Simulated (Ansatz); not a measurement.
# CH₃Cl₂Sn radical: one species, many methods

The task here is to estimate one member of a computed series from the others.

Program: Ansatz 0.2.0, Gaussian basis. Level of theory: functionals in def2-TZVPP, the program's frozen cores in correlated methods. These are calculated values, not measurements.

The runs, in order: LDA (SPW92), PBE-D4, revPBE-D4, BLYP-D4, r2SCAN-D4, B97M-V, PBE0-D4, B3LYP-D4, r2SCANh-D4, r2SCAN0-D4, HSE06-D4, BHLYP-D4, CAM-B3LYP-D4, LC-ωPBE, ωB97X-V, ωB97M-V, B2PLYP, PBE-QIDH; CCSD(T)/def2-SVP; CCSD(T)/def2-TZVPP; MP2/def2-QZVPP; extrapolation to the limit; RPA on PBE.

1 further run of the same task is left out (for a known fault of the program).

### The relaxed structure

The geometry comes from an earlier relaxation with PBE0-D4 in a triple-zeta def2 set; it is a stationary point, not always the lowest conformer. Sn takes the def2 core potential; no spin-orbit term is included.

SMILES `[CH3][Sn]([Cl])[Cl]`, 7 atoms, charge 0, spin multiplicity 2.

Atoms are counted from 1 here; the program's logs count them from 0.

Bond lengths: C1–Sn2 2.168 Å, C1–H5 1.088 Å, C1–H6 1.088 Å, C1–H7 1.090 Å, Sn2–Cl3 2.348 Å, Sn2–Cl4 2.348 Å. Angles: Sn2–C1–H5 108.8°, Sn2–C1–H6 108.8°, Sn2–C1–H7 105.2°, H5–C1–H6 111.5°, H5–C1–H7 111.2°, H6–C1–H7 111.2°, C1–Sn2–Cl3 105.9°, C1–Sn2–Cl4 105.9°, Cl3–Sn2–Cl4 105.0°.

Geometry (Å):

| atom | x (Å) | y (Å) | z (Å) |
| --- | --- | --- | --- |
| C1 | -0.2692 | 0.9810 | -0.1623 |
| Sn2 | -0.2615 | -1.0094 | 0.6970 |
| Cl3 | 1.9381 | -1.3875 | 1.4274 |
| Cl4 | -0.5699 | -2.4890 | -1.1003 |
| H5 | -1.2497 | 1.1735 | -0.5930 |
| H6 | -0.0288 | 1.7001 | 0.6182 |
| H7 | 0.5024 | 0.9633 | -0.9326 |

Set-up of the first run:

in.yaml reads:

```yaml
crystal:
  periodic: [false, false, false]
  atoms:
    - {symbol: C, position_ang: [-0.269221, 0.980993, -0.162308]}
    - {symbol: Sn, position_ang: [-0.261505, -1.009381, 0.696976]}
    - {symbol: Cl, position_ang: [1.938099, -1.387471, 1.427437]}
    - {symbol: Cl, position_ang: [-0.569875, -2.489006, -1.100344]}
    - {symbol: H, position_ang: [-1.249733, 1.173525, -0.593026]}
    - {symbol: H, position_ang: [-0.028832, 1.700085, 0.618155]}
    - {symbol: H, position_ang: [0.502367, 0.963258, -0.932590]}
basis:
  gaussian: {orbitals: def2-TZVPP}
magnetization: {spin_polarized: true, initial_magnetization: 1}
hamiltonian: {xc: lda}
output: {orbitals: {seedname: orbitals}}
```

Started as:

```bash
> ansatz run in.yaml --threads 4 --pin off --events-out ev --progress --plain --max-ram 10444MiB
```

Steps of the session up to this table: LDA; PBE-D4 (GGA); revPBE-D4 (GGA); BLYP-D4 (GGA); r2SCAN-D4 (meta-GGA); B97M-V (meta-GGA); PBE0-D4 (hybrid); B3LYP-D4 (hybrid); r2SCANh-D4 (hybrid); r2SCAN0-D4 (hybrid); HSE06-D4 (hybrid); BHLYP-D4 (hybrid); CAM-B3LYP-D4 (range-separated); LC-ωPBE (range-separated); ωB97X-V (range-separated); ωB97M-V (range-separated); B2PLYP (double hybrid); PBE-QIDH (double hybrid).

One table of the session follows, with a row left open; its other results are not shown here.

It belongs to the step «Frontier levels by functional». 

```
  functional  HOMO (eV)  LUMO (eV)  gap (eV)
 LDA (SPW92)      -5.83      -5.20      0.63
      PBE-D4      -5.73      -4.86      0.88
   revPBE-D4      -5.70      -4.73      0.96
     BLYP-D4      -5.56      -4.84      0.72
   r2SCAN-D4      -6.12      -4.62      1.50
      B97M-V      -5.93      -4.96      0.98
     PBE0-D4      -6.85      -4.07      2.78
    B3LYP-D4      -6.60      -4.41      2.19
  r2SCANh-D4      -6.53      -4.33      2.20
  r2SCAN0-D4      -7.14      -3.88      3.25
    HSE06-D4      -6.47      -4.44      2.02
    BHLYP-D4      -7.80      -3.31      4.49
CAM-B3LYP-D4      -8.06      -3.22      4.84
     LC-ωPBE          ?          ?         ?
     ωB97X-V      -8.95      -2.26      6.68
     ωB97M-V      -8.85      -2.35      6.50
```

**Question.** Estimate the row for LC-ωPBE.

The run gave: HOMO (eV): -9.41; LUMO (eV): -1.92; gap (eV): 7.49. In the column «HOMO (eV)» it is the lowest.
